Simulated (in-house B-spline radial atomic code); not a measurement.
# K⁵⁺: a fraction of an electron removed from 3p

Aim: the energy of K⁵⁺ as a fraction of an electron is removed from 3p, to see how far it bends away from a straight line.

Program: in-house B-spline radial atomic code version 1. Level of theory: scalar-relativistic (spin-free one-electron X2C) LDA (Slater, PW92), spin-polarised, spherical fractional occupations, Fermi nucleus, basis-set limit. These are calculated values, not measurements, unless marked.

### 1 What is computed

| Item | Value |
| --- | --- |
| element | potassium (Z = 19) |
| charge | +5 |
| electrons | 14 |
| configuration | [Ne] 3s2 3p2 |
| Hamiltonian | scalar-relativistic (X2C) |
| nucleus | Fermi, rms radius 3.435 fm |

The outer shells:

[Ne] 3s2 3p2
```
[Ne] core
3s [↑↓]
3p [↑ ][↑ ][  ]
```

Where spins are not typed, each open shell is filled with up spins first.

### 2 The start, at fraction 0

Input settings:

```ini
Z = 19
electrons = 14.0
configuration = [Ne] 3s2 3p2
hamiltonian = x2c
method = lda,pw
spin_polarised = True
nucleus = fermi
rms_radius = 3.4349
mass_number = 39
atomic_mass = 38.96370648482
speed_of_light = 137.035999084
```

### 3 0.02 electron removed from 3p

The settings differ from step 2 so:

```diff
@@ -1,4 +1,4 @@
 Z = 19
-electrons = 14.0
-configuration = [Ne] 3s2 3p2
+electrons = 13.98
+configuration = [Ne] 3s2 3p1.98
 hamiltonian = x2c
```

### 4 0.16 electron removed from 3p

The settings differ from step 3 so:

```diff
@@ -1,4 +1,4 @@
 Z = 19
-electrons = 13.98
-configuration = [Ne] 3s2 3p1.98
+electrons = 13.84
+configuration = [Ne] 3s2 3p1.84
 hamiltonian = x2c
```

### 5 0.26 electron removed from 3p

The settings differ from step 4 so:

```diff
@@ -1,4 +1,4 @@
 Z = 19
-electrons = 13.84
-configuration = [Ne] 3s2 3p1.84
+electrons = 13.74
+configuration = [Ne] 3s2 3p1.74
 hamiltonian = x2c
```

### 6 0.41 electron removed from 3p

The settings differ from step 5 so:

```diff
@@ -1,4 +1,4 @@
 Z = 19
-electrons = 13.74
-configuration = [Ne] 3s2 3p1.74
+electrons = 13.59
+configuration = [Ne] 3s2 3p1.59
 hamiltonian = x2c
```

### 7 0.5 electron removed from 3p

The settings differ from step 6 so:

```diff
@@ -1,4 +1,4 @@
 Z = 19
-electrons = 13.59
-configuration = [Ne] 3s2 3p1.59
+electrons = 13.5
+configuration = [Ne] 3s2 3p1.5
 hamiltonian = x2c
```

### 8 0.56 electron removed from 3p

The settings differ from step 7 so:

```diff
@@ -1,4 +1,4 @@
 Z = 19
-electrons = 13.5
-configuration = [Ne] 3s2 3p1.5
+electrons = 13.44
+configuration = [Ne] 3s2 3p1.44
 hamiltonian = x2c
```

### 9 0.64 electron removed from 3p

The settings differ from step 8 so:

```diff
@@ -1,4 +1,4 @@
 Z = 19
-electrons = 13.44
-configuration = [Ne] 3s2 3p1.44
+electrons = 13.36
+configuration = [Ne] 3s2 3p1.36
 hamiltonian = x2c
```

### 10 0.87 electron removed from 3p

The settings differ from step 9 so:

```diff
@@ -1,4 +1,4 @@
 Z = 19
-electrons = 13.36
-configuration = [Ne] 3s2 3p1.36
+electrons = 13.129999999999999
+configuration = [Ne] 3s2 3p1.13
 hamiltonian = x2c
```

### 11 0.88 electron removed from 3p

The settings differ from step 10 so:

```diff
@@ -1,4 +1,4 @@
 Z = 19
-electrons = 13.129999999999999
-configuration = [Ne] 3s2 3p1.13
+electrons = 13.120000000000001
+configuration = [Ne] 3s2 3p1.12
 hamiltonian = x2c
```

### 12 1 electron removed from 3p

The settings differ from step 11 so:

```diff
@@ -1,4 +1,4 @@
 Z = 19
-electrons = 13.120000000000001
-configuration = [Ne] 3s2 3p1.12
+electrons = 13.0
+configuration = [Ne] 3s2 3p1
 hamiltonian = x2c
```

Before running: How does the energy change with the fraction, and which way and how far does it bend from the straight line between the ends?

As calculated:

| fraction | energy change (eV) | less the straight line (eV) | level 3p up (eV) | sum of <r²> (bohr²) |
| --- | --- | --- | --- | --- |
| 0 | 0.0000 | 0.0000 | -90.619 | 7.5124 |
| 0.02 | 1.8159 | -0.1759 | -90.974 | 7.4717 |
| 0.16 | 14.7267 | -1.2083 | -93.467 | 7.1894 |
| 0.26 | 24.1627 | -1.7317 | -95.255 | 6.9912 |
| 0.41 | 38.6527 | -2.1806 | -97.948 | 6.6989 |
| 0.5 | 47.5411 | -2.2557 | -99.571 | 6.5264 |
| 0.56 | 53.5478 | -2.2246 | -100.65 | 6.4126 |
| 0.64 | 61.6581 | -2.0818 | -102.10 | 6.2622 |
| 0.87 | 85.6223 | -1.0241 | -106.29 | 5.8388 |
| 0.88 | 86.6861 | -0.9563 | -106.47 | 5.8207 |
| 1 | 99.5936 | 0.0000 | -108.66 | 5.6050 |

**Reading.** From fraction 0 to 1 the energy changes by 99.594 eV. It sags under the straight line by up to 2.26 eV (at 0.5); exact theory is straight between whole electron numbers, so this convex bend is an error (delocalisation) that favours fractional charges. Slater's transition state, the slope from the orbital energy at fraction 0.5 (Janak's theorem), gives 99.571 eV for the whole step. The tabulated ionisation energy is 99.44 ± 0.2 eV (semi-empirical; NIST Atomic Spectra Database), so the whole step is off by +0.15 eV, and minus the highest level at fraction 0 (90.619 eV) by -8.82 eV. Open shells are averaged (over orientations, and over spins where the run is restricted), while tables refer to the lowest levels.
